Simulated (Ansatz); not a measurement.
# As (sc type): how the settings move a relaxation

Question: which choices in the input matter for As (sc type)?

Computed with Ansatz 0.2.0 (reference: DFT, PBEsol, PAW with Ansatz's default frozen-core files, scalar-relativistic, unless a step's input says otherwise).

1 further run of the same task is left out (set aside as unsound or not needed). Runs told in other sessions of the task aren't counted.

## 1. The structure to begin with

Symmetry: Pm-3m, No. 221, cubic system. Conventional cell: a = 2.738 Å, b = 2.738 Å, c = 2.738 Å, α = 90.00°, β = 90.00°, γ = 90.00°. As (site symmetry m-3m) has 6 As at 2.74 Å in its first shell of neighbours.

As a file:

```cif
data_structure
_symmetry_space_group_name_H-M 'P 1'
_symmetry_Int_Tables_number 1
_cell_length_a 2.7377
_cell_length_b 2.7377
_cell_length_c 2.7377
_cell_angle_alpha 90.000
_cell_angle_beta 90.000
_cell_angle_gamma 90.000
_cell_volume 20.52
loop_
_atom_site_label
_atom_site_type_symbol
_atom_site_fract_x
_atom_site_fract_y
_atom_site_fract_z
_atom_site_occupancy
As1 As 0.00000 0.00000 0.00000 1
```

## 2. Reference

File input.yaml:

```yaml
crystal:
  lattice:
    - [2.7377415812, 0.0, 0.0]
    - [0.0, 2.7377415812, 0.0]
    - [0.0, 0.0, 2.7377415812]
  atoms:
    - { symbol: As, position: [0.0, 0.0, 0.0] }
kpoints:
  mp_grid: { grid: [14, 14, 14] }
scf:
  occupations: { method: fermi_dirac, width: 0.05 }
hamiltonian:
  xc: pbesol
  pseudopotentials: { kind: paw }
output:
  forces: true
  stress: true
  write_density: true
  write_potential: true
  elf: true
  volumetric_format: npy
relax:
  f_tol: 0.005
  max_steps: 40
  cell: {}
```

Started as:

```console
> ansatz run input.yaml --threads 1 --pin off --max-ram 2048MiB --backend cpu --events-out ev --progress --plain --runs-dir out
```

## 3. Changed: starting moments, occupations.method tetrahedron_uncorrected, spin_polarized true, width left out

File input.yaml:

```yaml
crystal:
  lattice:
    - [2.7377415812, 0.0, 0.0]
    - [0.0, 2.7377415812, 0.0]
    - [0.0, 0.0, 2.7377415812]
  atoms:
    - { symbol: As, position: [0.0, 0.0, 0.0], spin: 2.0 }
kpoints:
  mp_grid: { grid: [14, 14, 14] }
scf:
  occupations: { method: tetrahedron_uncorrected }
hamiltonian:
  xc: pbesol
  pseudopotentials: { kind: paw }
output:
  forces: true
  stress: true
relax:
  f_tol: 0.005
  max_steps: 40
  cell: {}
magnetization:
  spin_polarized: true
```

What does the calculation give? Wanted: for each run, ending; energy change; pressure; gap; force.

The runs gave:

```
                                                                                                 run     ending          energy change  pressure (GPa)  gap (eV)  force (eV/Å)  cycles   time
                                                                                           reference  converged                      0             0.0      0.00          0.00      23  6.3 s
1: starting moments, occupations.method tetrahedron_uncorrected, spin_polarized true, width left out  converged  +106.6 meV/atom (σ→0)             0.0      0.00          0.00      39   19 s
```

Times don't compare one to one where runs were asked for different outputs or read a saved state (see the inputs); cycles may leave out searches for a lower state.

Changing the spin polarisation and smearing moves the energy by +106.6 meV/atom (σ→0 values), and the final volume goes from 19.48 to 19.54 Å³. The moments died out, so spin adds nothing to this shift. Semilocal functionals close small gaps, so the missing gap need not be the real solid's.
